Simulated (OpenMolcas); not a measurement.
**GeH3F (fluorogermane) at HF/ANO-RCC-VDZP (DKH3)**

What is the vertical ionisation energy of GeH3F (fluorogermane) at HF/ANO-RCC-VDZP (DKH3)? 

Program for the calculation: OpenMolcas 26.06.

### Step 1. Starting point

The species is GeH3F (5 atoms), meant as a singlet with charge 0. SMILES: `[F][GeH3]`. The coordinates come from a PBE0-D4/def2-TZVP relaxation.

Bond lengths: F1–Ge2 1.742 Å, Ge2–H3 1.533 Å, Ge2–H4 1.533 Å, Ge2–H5 1.533 Å. Angles: F1–Ge2–H3 106.2°, F1–Ge2–H4 106.2°, F1–Ge2–H5 106.3°, H3–Ge2–H4 112.5°, H3–Ge2–H5 112.5°, H4–Ge2–H5 112.5°.

### Step 2. A single-point energy at HF/ANO-RCC-VDZP (DKH3)

Input file coord.xyz:

```xyz
5

F     -1.046500     0.474300     1.162200
Ge     0.068200    -0.041600    -0.072800
H      1.331000    -0.512000     0.658600
H     -0.627800    -1.178000    -0.831200
H      0.325100     1.183600    -0.958100
```

Input file job.input:

```
* FGeH3 Hartree-Fock

&GATEWAY
 COORD=coord.xyz
 BASIS=ANO-RCC-VDZP
 GROUP=NoSym

&SEWARD
 RELATIVISTIC=R03O02
 EXPERT

&SCF
 PRORBITALS=0
```

Command:

```
$ export MOLCAS_MEM=1860
$ pymolcas job.input > job.log
```

Log:

```text
--- Start Module: gateway ---
[...]
--- Stop Module: gateway /rc=_RC_ALL_IS_WELL_ ---
--- Start Module: seward ---
[...]
 ###    WARNING:  EXPERT option is ON!                                       ###
 ###############################################################################
               SEWARD will generate:
[...]
      Basis functions           56
--- Stop Module: seward /rc=_RC_ALL_IS_WELL_ ---
[...]
--- Start Module: scf ---
[...]
       Convergence after  10 Iterations
[...]
::    Total SCF energy                              -2198.4752479264
[...]
      Total spin, S                                     0.0000000000
[...]
      Total electronic charge=   44.000000
      Total            charge=   -0.000000
[...]
      Dipole Moment (debye):
      Origin of the operator (angstrom)=   -0.1439    0.0565    0.1622
                   X=  1.9140E+00               Y= -8.8531E-01               Z= -2.1210E+00           Total=  2.9909E+00
      Quadrupole Moment (debye*angstrom):
[...]
--- Stop Module: scf /rc=_RC_ALL_IS_WELL_ ---
[...]
```

Run time: 9.6 s. Hardware: 1 thread of Intel Xeon Platinum 8259CL at 2.50GHz (Skylake/Cascade Lake), shared host; peak memory 0.41 GiB.

### Step 3. The doublet cation at the same level

coord.xyz is that of step 2.

Input file job.inp:

```
&gateway
 coord=coord.xyz
 basis=ANO-RCC-VDZP
 group=NoSym

&seward
 relativistic=R03O02
 expert

&scf
 uhf
 charge=1
 spin=2
 prorbitals=0
```

Command:

```
$ export MOLCAS_MEM=1860
$ pymolcas job.inp > job.log
```

Log:

```text
--- Start Module: gateway ---
[...]
--- Stop Module: gateway /rc=_RC_ALL_IS_WELL_ ---
--- Start Module: seward ---
[...]
 ###    WARNING:  EXPERT option is ON!                                       ###
 ###############################################################################
               SEWARD will generate:
[...]
      Basis functions           56
--- Stop Module: seward /rc=_RC_ALL_IS_WELL_ ---
[...]
--- Start Module: scf ---
[...]
       Convergence after  48 Iterations
[...]
::    Total SCF energy                              -2198.0197577098
[...]
      Total spin, S                                     0.5301963831
[...]
      Total electronic charge=   43.000000
      Total            charge=    1.000000
[...]
      Dipole Moment (debye):
      Origin of the operator (angstrom)=   -0.1439    0.0565    0.1622
                   X=  3.3211E+00               Y= -2.7285E+00               Z= -3.1827E+00           Total=  5.3483E+00
      Center of Charge (angstrom)
[...]
--- Stop Module: scf /rc=_RC_ALL_IS_WELL_ ---
[...]
```

It took 13 s on 1 thread of Intel Xeon Platinum 8259CL at 2.50GHz (Skylake/Cascade Lake), shared host; peak memory 0.41 GiB.

### Step 4. What came out

Level: HF/ANO-RCC-VDZP (DKH3).

| quantity | value |
| --- | --- |
| singlet GeH3F: total energy | -2198.47525 Eh |
| singlet GeH3F: dipole moment | 2.99 D |
| singlet GeH3F: HOMO energy | -13.38 eV |
| singlet GeH3F: LUMO energy | 2.45 eV |
| singlet GeH3F: HOMO–LUMO gap | 15.83 eV |
| doublet cation: total energy | -2198.01976 Eh |
| doublet cation: HOMO energy (highest over α and β) | -19.74 eV |
| doublet cation: LUMO energy (lowest over α and β) | -11.46 eV |
| doublet cation: ⟨S²⟩ | 0.811 |
| vertical ionisation energy (to the doublet cation) | 12.395 eV |

What this shows: Removing an electron at fixed nuclei costs 12.39 eV (286 kcal/mol). The negative HOMO energy of the first species, 13.38 eV, lies 0.99 eV above that difference.
